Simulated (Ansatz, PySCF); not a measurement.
# WO3(H2O) in two programs

WO3(H2O) (singlet), relaxed with PySCF 2.14.0, RKS PBE, W def2-SVP with ECP60, O def2-SVP, H def2-SVP; non-relativistic Hamiltonian with scalar-relativistic core potentials where named; density fitting; no spin-orbit coupling:

```xyz
7

W     0.0752   -0.0201    0.0201
O     1.0758    0.9418    1.0810
O    -1.0133   -0.9857    0.9857
O     1.0758   -1.0810   -0.9418
O    -1.1112    1.2861   -1.2861
H    -1.6112    2.0485   -0.9306
H    -1.6112    0.9306   -2.0485
```

There the HOMO–LUMO gap is 3.19 eV. 

The same geometry by Ansatz 0.2.0 (PBE, PAW, a periodic box with 9 Å of vacuum):

| spin-orbit coupling | gap (eV) | largest force component (eV/Å) |
| --- | --- | --- |
| without | 3.12 | 0.27 |

(1) What does the run with spin-orbit coupling give?

The spin-orbit runs use fully relativistic datasets of their own, so changes of a few hundredths of an eV needn't come from the coupling.

Results:

(1) gap (eV): 3.10, largest force component (eV/Å): 0.31. It took 18 s on 2 threads of Arm Neoverse V2, on a shared host, peak memory 2.1 GiB.
